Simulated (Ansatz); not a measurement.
Crystal: Ba2Tl5V3O12.

```
Ba V Tl O
1.0
     8.15421    0.00000    0.00000
    -4.07711    7.06176    0.00000
     0.00000    0.00000    6.92128
Ba V Tl O
2 3 5 12
Direct
  0.00000 0.00000 0.23552
  0.00000 0.00000 0.76448
  0.50000 0.00000 0.00000
  0.00000 0.50000 0.00000
  0.50000 0.50000 0.00000
  0.50000 0.00000 0.50000
  0.00000 0.50000 0.50000
  0.50000 0.50000 0.50000
  0.33333 0.66667 0.22489
  0.66667 0.33333 0.77511
  0.33890 0.34334 0.81444
  0.65666 0.99556 0.81444
  0.00444 0.66110 0.81444
  0.34334 0.33890 0.18556
  0.99556 0.65666 0.18556
  0.66110 0.00444 0.18556
  0.66110 0.65666 0.18556
  0.34334 0.00444 0.18556
  0.99556 0.33890 0.18556
  0.65666 0.66110 0.81444
  0.00444 0.34334 0.81444
  0.33890 0.99556 0.81444
```

The cell was built by a generator and needn't be a form met in nature.

- Program: Ansatz 0.2.0
- Task: relaxation of cell and atoms
- Functional: RPBE
- Potentials or basis: Ansatz PAW
- Cutoff: 420 eV (not typed: the program's choice for these potentials)
- k mesh: 3 × 3 × 3
- Occupations: fermi-dirac, width 0.05 eV
- Spin: collinear spin, ferromagnetic start
- Starting moments: [0.0, 0.0, 2.0, 2.0, 2.0, 0.0, 0.0, 0.0, 0.0, 0.0, 0.0, 0.0, 0.0, 0.0, 0.0, 0.0, 0.0, 0.0, 0.0, 0.0, 0.0, 0.0] μB

At the start: volume 18.12 Å³/atom.

Q: Where does the relaxation end?

A: It ends after 9 steps and the volume is 19.18 Å³/atom (+5.9 %); space group P-3m1 (No. 164, to 0.05 Å); moment 0.00 μB per cell.

Step by step:
```csv
step,energy change (eV),largest force (eV/Å),volume (Å³)
1,0.0000,0.1499,398.55
2,-0.0710,0.7160,419.87
3,-0.1240,0.1202,418.95
4,-0.1283,0.0160,419.53
5,-0.1285,0.0059,419.54
6,-0.1861,0.0073,419.54
7,-0.1838,0.0102,421.53
8,-0.1830,0.0020,421.98
9,-0.1882,0.0018,421.98
```

Final structure:
```cif
data_structure
_symmetry_space_group_name_H-M 'P 1'
_symmetry_Int_Tables_number 1
_cell_length_a 8.2857
_cell_length_b 8.2857
_cell_length_c 7.0976
_cell_angle_alpha 90.000
_cell_angle_beta 90.000
_cell_angle_gamma 120.000
_cell_volume 421.98
loop_
_atom_site_label
_atom_site_type_symbol
_atom_site_fract_x
_atom_site_fract_y
_atom_site_fract_z
_atom_site_occupancy
Ba1 Ba 0.00000 0.00000 0.23242 1
Ba2 Ba 0.00000 0.00000 0.76758 1
V1 V 0.50000 0.00000 0.00000 1
V2 V 0.00000 0.50000 0.00000 1
V3 V 0.50000 0.50000 0.00000 1
Tl1 Tl 0.50000 0.00000 0.50000 1
Tl2 Tl 0.00000 0.50000 0.50000 1
Tl3 Tl 0.50000 0.50000 0.50000 1
Tl4 Tl 0.33333 0.66667 0.22166 1
Tl5 Tl 0.66667 0.33333 0.77834 1
O1 O 0.34094 0.34441 0.81841 1
O2 O 0.65559 0.99653 0.81841 1
O3 O 0.00347 0.65906 0.81841 1
O4 O 0.34441 0.34094 0.18159 1
O5 O 0.99653 0.65559 0.18159 1
O6 O 0.65906 0.00347 0.18159 1
O7 O 0.65906 0.65559 0.18159 1
O8 O 0.34441 0.00347 0.18159 1
O9 O 0.99653 0.34094 0.18159 1
O10 O 0.65559 0.65906 0.81841 1
O11 O 0.00347 0.34441 0.81841 1
O12 O 0.34094 0.99653 0.81841 1
```

Caveat: the plane-wave basis is chosen anew once the cell has moved, so the energies of steps on either side of that aren't comparable; the pressure holds a Pulay correction of +0.3 GPa for the finite cutoff; the PAW data sets come from PBE, with cores solved anew for the run's functional, which leaves a small shift of forces and pressure; the starting moments weren't kept.
